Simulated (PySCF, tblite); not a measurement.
# C₉H₉ radical: geometry, infrared bands and EPR parameters

What infrared bands and EPR parameters should C₉H₉ radical (`C=CCc1c[c]ccc1`) show?

Programs: tblite 0.8.0 and PySCF 2.14.0, with density-fitted response routines of our own. Each step states its level of theory. These are calculated values for one molecule in the gas phase, unless marked as measured. Atoms are numbered from 0 throughout.

**1. Starting geometry**

18 atoms, charge 0, multiplicity 2; geometry from: force field or distance geometry start.

Bonds of the start (Å): C0–C1 1.32, C1–C2 1.49, C2–C3 1.47, C3–C4 1.39, C4–C5 1.38, C5–C6 1.39, C6–C7 1.39, C7–C8 1.39, C8–C3 1.41, C0–H9 1.10, C0–H10 1.09, C1–H11 1.12, C2–H12 1.10, C2–H13 1.11, C4–H14 1.11, C6–H15 1.08, C7–H16 1.09, C8–H17 1.09.

**2. Relaxing the molecule with GFN2-xTB**

What the job is given:

```
{"job": {"kind": "relax", "xc": "GFN2-xTB", "basis": "xTB"}, "charge": 0, "multiplicity": 2}
C     -3.025700     0.100200     0.925000
C     -1.915900    -0.574400     0.705800
C     -1.150300    -0.534300    -0.570800
C      0.224500    -0.022400    -0.434300
C      0.517200     1.331500    -0.528000
C      1.819500     1.759800    -0.393100
C      2.888600     0.909400    -0.141300
C      2.592000    -0.443300    -0.025900
C      1.290500    -0.902700    -0.170500
H     -3.395200     0.715000     0.094300
H     -3.590100     0.072600     1.857100
H     -1.563900    -1.196600     1.565500
H     -1.146100    -1.557900    -0.969800
H     -1.675800     0.154100    -1.273000
H     -0.288000     2.061900    -0.732800
H      3.896100     1.277900    -0.017600
H      3.387500    -1.165700     0.172200
H      1.126300    -1.978700    -0.074400
```

Command:

```bash
> OMP_NUM_THREADS=1 python probes_run.py task.json out
```

One launch serves the whole session: the jobs run in the order shown.

**Question.** This job is followed by: GFN2-xTB harmonic vibrations, gas phase; UKS B3LYP, pcH-1 on C H, non-relativistic, mean-field spin-orbit, GIAO. Predict these results of the whole session: strongest single infrared mode (GFN2-xTB); zero-point energy (GFN2-xTB); g(iso) (B3LYP); ⟨S²⟩; largest a(iso) (averaged by class); surface potential, 1st and 99th percentile.

**Answer**, as computed:

| quantity | value |
| --- | --- |
| strongest single infrared mode (GFN2-xTB) | 3068 cm⁻¹, 60 km/mol |
| zero-point energy (GFN2-xTB) | 90.5 kcal/mol |
| g(iso) (B3LYP) | 2.00224 |
| ⟨S²⟩ | 0.757 (exact 0.75) |
| largest a(iso) (averaged by class) | 13C on C5, 393.6 MHz |
| surface potential, 1st and 99th percentile | -0.66 V and 0.90 V |

What this shows: Relaxing lowered the energy by 0.189 eV in 52 steps; the close pair that moved most is C1–H11, from 1.118 to 1.082 Å. All 48 modes are real, so the xTB geometry is a minimum. GFN2-xTB is a fitted tight-binding method: band positions and strengths are rough. Its intensities can rank the bands wrongly. C5 carries the largest spin population, 1.00 e. The isotropic g lies 0.1 ppt below the free-electron value.
